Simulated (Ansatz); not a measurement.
Crystal: Sn3Se.

```xyz
4
Lattice="0.0000 3.7331 3.7331 3.7331 0.0000 3.7331 3.7331 3.7331 0.0000" Properties=species:S:1:pos:R:3 pbc="T T T"
Sn    3.7331    3.7331    3.7331
Sn    5.5997    5.5997    5.5997
Sn    1.8666    1.8666    1.8666
Se    0.0000    0.0000    0.0000
```

The cell comes from a database or a generator and needn't be the stable form of this composition.

Base run:

| Property | Result |
| --- | --- |
| Program | Ansatz 0.2.0 |
| Functional | LDA |
| Potentials or basis | Ansatz PAW |
| Cutoff | 420 eV |
| Density cutoff | 1680 eV |
| k mesh | 6 × 6 × 6 |
| Occupations | fermi-dirac, width 0.05 eV |
| Spin | no spin polarisation |

Its results: band gap on the k mesh none (metal or under the smearing width); pressure -4.5 GPa.

Task: After a change of settings the same cell gave: band gap on the k mesh none (metal or under the smearing width); pressure -3.2 GPa. Which change was it?
A. functional from LDA to PBE
B. functional from LDA to r2SCAN; cutoff from 420 eV to 500 eV; density cutoff from 1680 eV to 2000 eV
C. functional from LDA to PBEsol; spin from no spin polarisation to spin-orbit coupling, no magnetisation; potential files from those of the base run to others of the same set

Result: C.

Caveats: the PAW data sets come from PBE, with cores solved anew for the run's functional, which leaves a small shift of forces and pressure.

Not every run made on this cell is shown here.
